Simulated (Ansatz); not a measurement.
**C₂H₁₀B₂O₂: up Jacob's ladder to CCSD(T)**

Aim: compute C₂H₁₀B₂O₂ with functionals from several rungs and with coupled cluster, and see how far each lands from CCSD(T) at the basis-set limit for the atomisation energy.

Program: Ansatz 0.2.0, Gaussian basis. Level of theory: functionals in def2-TZVPP, the program's frozen cores in correlated methods. These are calculated values, not measurements.

Plan: LDA (SPW92), PBE-D4, revPBE-D4, BLYP-D4, r2SCAN-D4, B97M-V, PBE0-D4, B3LYP-D4, r2SCANh-D4, r2SCAN0-D4, HSE06-D4, BHLYP-D4, CAM-B3LYP-D4, LC-ωPBE, ωB97X-V, ωB97M-V, B2PLYP, PBE-QIDH; CCSD(T)/def2-SVP; CCSD(T)/def2-TZVPP; MP2/def2-QZVPP; extrapolation to the limit; RPA on PBE.

**1. The geometry**

An earlier PBE0-D4 in a triple-zeta def2 set relaxation fixed the geometry.

SMILES `C[O+]1[BH2-][O+](C)[BH2-]1`, 16 atoms, charge 0, spin multiplicity 1.

Atoms are counted from 1 here; the program's logs count them from 0.

Bond lengths: C1–O2 1.416 Å, C1–H7 1.090 Å, C1–H8 1.093 Å, C1–H9 1.090 Å, O2–B3 1.541 Å, O2–B6 1.541 Å, B3–O4 1.541 Å, B3–H10 1.210 Å, B3–H11 1.202 Å, O4–C5 1.416 Å, O4–B6 1.541 Å, C5–H12 1.093 Å, C5–H13 1.090 Å, C5–H14 1.090 Å, B6–H15 1.210 Å, B6–H16 1.202 Å. Angles: O2–C1–H7 108.4°, O2–C1–H8 110.4°, O2–C1–H9 108.4°, H7–C1–H8 110.0°, H7–C1–H9 109.6°, H8–C1–H9 110.0°, C1–O2–B3 120.1°, C1–O2–B6 120.1°, B3–O2–B6 89.8°, O2–B3–O4 88.2°, O2–B3–H10 110.9°, O2–B3–H11 113.0°, O4–B3–H10 110.9°, O4–B3–H11 113.0°, H10–B3–H11 117.2°, B3–O4–C5 120.1°, B3–O4–B6 89.8°, C5–O4–B6 120.1° and more.

**2. LDA**

This LDA is Slater exchange with PW92 correlation.

in.yaml

```yaml
crystal:
  periodic: [false, false, false]
  atoms:
    - {symbol: C, position_ang: [-1.676031, -1.294033, -0.772883]}
    - {symbol: O, position_ang: [-0.723610, -0.260000, -0.945032]}
    - {symbol: B, position_ang: [0.768124, -0.530223, -0.671398]}
    - {symbol: O, position_ang: [0.853886, 0.867020, -0.028326]}
    - {symbol: C, position_ang: [1.623388, 1.063171, 1.144429]}
    - {symbol: B, position_ang: [-0.684085, 0.925471, 0.037967]}
    - {symbol: H, position_ang: [-1.480746, -2.068401, -1.514655]}
    - {symbol: H, position_ang: [-1.604640, -1.713393, 0.233918]}
    - {symbol: H, position_ang: [-2.669868, -0.876437, -0.933844]}
    - {symbol: H, position_ang: [0.905062, -1.398631, 0.160584]}
    - {symbol: H, position_ang: [1.420148, -0.625646, -1.676123]}
    - {symbol: H, position_ang: [1.308735, 0.367786, 1.926760]}
    - {symbol: H, position_ang: [1.483304, 2.090758, 1.479762]}
    - {symbol: H, position_ang: [2.672535, 0.898982, 0.898784]}
    - {symbol: H, position_ang: [-1.082963, 0.594184, 1.131687]}
    - {symbol: H, position_ang: [-1.136137, 1.936790, -0.427430]}
basis:
  gaussian: {orbitals: def2-TZVPP}
hamiltonian: {xc: lda}
output: {orbitals: {seedname: orbitals}}
```

Launch:

```bash
$ ansatz run in.yaml --threads 4 --pin off --events-out ev --progress --plain --max-ram 11315MiB
```

The runs that follow: PBE-D4 (GGA); revPBE-D4 (GGA); BLYP-D4 (GGA); r2SCAN-D4 (meta-GGA); B97M-V (meta-GGA); B3LYP-D4 (hybrid); r2SCANh-D4 (hybrid); r2SCAN0-D4 (hybrid); HSE06-D4 (hybrid); BHLYP-D4 (hybrid); CAM-B3LYP-D4 (range-separated); LC-ωPBE (range-separated); ωB97X-V (range-separated); ωB97M-V (range-separated); B2PLYP (double hybrid); PBE-QIDH (double hybrid); CCSD(T) in def2-SVP; CCSD(T) in def2-TZVPP; MP2 in def2-QZVPP; RPA on PBE orbitals.

Q: Predict the results of all the runs planned. Wanted: atomisation energy, CCSD(T)/CBS; farthest beyond LDA; mean size of error, GGA; mean size of error, meta-GGA; mean size of error, hybrid; mean size of error, range-separated; mean size of error, double hybrid; gap, smallest and largest; T1 diagnostic.

The runs gave:

| quantity | value |
| --- | --- |
| atomisation energy, CCSD(T)/CBS | 62.786 eV |
| functionals within 0.314 eV (0.5 %) | BLYP-D4, B97M-V, PBE0-D4, B3LYP-D4, r2SCANh-D4, HSE06-D4, LC-ωPBE, ωB97X-V, PBE-QIDH |
| farthest beyond LDA | BHLYP-D4 (-1.352 eV) |
| mean size of error, GGA | 0.535 eV |
| mean size of error, meta-GGA | 0.215 eV |
| mean size of error, hybrid | 0.379 eV |
| mean size of error, range-separated | 0.293 eV |
| mean size of error, double hybrid | 0.328 eV |
| gap, smallest and largest | 5.70 eV (LDA (SPW92)), 13.18 eV (LC-ωPBE) |
| T1 diagnostic | 0.0102 |
| triples share of the correlation energy | 3.5 % |

In words: LDA overbinds by 8.966 eV (14 %). PBE-D4 is off by +1.009 eV. Double hybrids carry the basis error of their MP2 part in triple zeta, and no dispersion term here, so their miss is partly the set-up's. The rungs meta-GGA, range-separated miss on average by less than the doubt on the reference (0.314 eV), so they tie. Misses under about 0.314 eV are within the doubt on the reference itself, which lacks core-valence correlation, relativity and higher excitations. Hartree-Fock recovers 75 % of the binding; the rest is correlation. CCSD(T) in def2-SVP is off by -2.400 eV, which most functionals beat. The gap grows from 5.7 to 13.2 eV across the functionals, mostly with the share of exact exchange.
